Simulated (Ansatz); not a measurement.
# CH4AlI, SMILES [AlH2][CH2]I: a relaxed scan of one distance

Program: Ansatz's Python interface.

Contents of `ch4ali.xyz`:
```text
7

Al   -0.75080    0.21610   -0.74590
C     0.65100    0.02290    0.58200
I     0.79020   -2.03530    1.08130
H    -1.55040   -0.99470   -1.27660
H    -1.13660    1.71050   -1.33430
H     0.41690    0.63060    1.49100
H     1.64090    0.38190    0.15680
```

Notebook, run cell by cell (the value of a cell's last expression is shown):

**Cell 1**
```python
import ansatz as az
import numpy as np
```

**Cell 2**
```python
ch4ali = az.Crystal.molecule_from_extxyz("ch4ali.xyz")

model = (
    ch4ali.calculation()
    .basis(gaussian="def2-SVP")
    .functional("hf")
)
symbols = [site.symbol for site in ch4ali.cartesian_sites]
pairs = [(0, 1), (0, 3), (0, 4), (1, 2), (1, 5), (1, 6)]
print("held (A)   E (eV)        ", "  ".join(f"{symbols[i]}{i}-{symbols[j]}{j}" for i, j in pairs))
for length in [1.52, 1.65, 1.78, 1.98, 2.23]:
    rep = model.relax(constraints=[az.DistanceConstraint((0, 4), at=length)], force_tolerance=0.02, max_steps=60).run().report
    xyz = np.array(rep["positions_ang"])
    print(f"{length:6.2f} {rep['free_energy_ev']:14.5f}  ", "  ".join(f"{np.linalg.norm(xyz[i] - xyz[j]):.3f}" for i, j in pairs))
```
Output:
```text
held (A)   E (eV)         Al0-C1  Al0-H3  Al0-H4  C1-I2  C1-H5  C1-H6
DeckWarning: relax.constraints: the input's atoms, or those drawn, lie off the distances that are held; a relaxation that starts there is brought onto them ahead of its first SCF, by positions alone, an atom by 6.59e-2 Å at the most. With the symmetry detection on, the symmetry is detected on the input's atoms as so [...]
  1.52   -15745.60738   1.982  1.573  1.520  2.175  1.090  1.090
  1.65   -15745.60473   1.982  1.573  1.650  2.174  1.090  1.090
  1.78   -15745.41227   1.976  1.568  1.780  2.174  1.090  1.090
  1.98   -15744.91929   1.971  1.566  1.980  2.174  1.089  1.090
  2.23   -15744.17128   1.965  1.562  2.230  2.174  1.089  1.089
```

These settings explore the input space; basis and method may be short of convergence. Warnings are shown shortened and without file and line. The energies are electronic: no zero-point or thermal terms, and the basis set is short of its limit. def2 sets replace the cores of elements past krypton by effective core potentials. Timing: 65 s on 1 thread of Arm Neoverse V1 (shared host), peak memory 0.23 GiB.
